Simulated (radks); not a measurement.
# Rb²⁺ in [Ar] 3d10 4s2 4p4 4d1: an all-electron calculation

Aim: the levels, the sizes of the orbitals and the parts of the energy of the rubidium ion Rb2+.

Program: radks (a radial shooting solver on a logarithmic mesh, Libxc functionals) version 1. Level of theory: scalar-relativistic Kohn-Sham, exchange-only PBE, spin-polarised, spherical densities, point nucleus; open shells are filled with parallel spins first. These are calculated values, not measurements, unless marked.

**1. The system**

```
element       : rubidium (Z = 37)
charge        : +2
electrons     : 35
configuration : [Ar] 3d10 4s2 4p4 4d1
```

Outer shells as boxes (Hund's rule):

Rb²⁺
```
[Ar] core
3d [↑↓][↑↓][↑↓][↑↓][↑↓]
4s [↑↓]
4p [↑↓][↑ ][↑ ]
4d [↑ ][  ][  ][  ][  ]
```

**2. The run**

The run's settings:

```text
Z 37
configuration [Ar] 3d10 4s2 4p4 4d1
relativity scalar-relativistic
functional pbe,
spin polarised
nucleus point
c 137.035999084
```

**Question.** What will this run give?

As calculated:

| quantity | value |
| --- | --- |
| total energy | -2977.59167 hartree |
| exchange-correlation share of it | 3.30 % |
| −T/E | 1.0247 |
| highest occupied level | 4d up, -14.430 eV |
| most extended occupied level | 4d up, <r> = 2.46 bohr |
| radius at density 0.001 e/bohr³ | 3.76 bohr |
| maxima of the radial density | 3 |

**Reading.** The radial density shows 3 maxima for 4 occupied principal shells; where shells overlap, one shows as a shoulder or not at all. Relativity lifts −T/E to 1.025. This is not the tabulated ground configuration, so its levels and sizes aren't those of the ground state, and no measured value stands beside it.
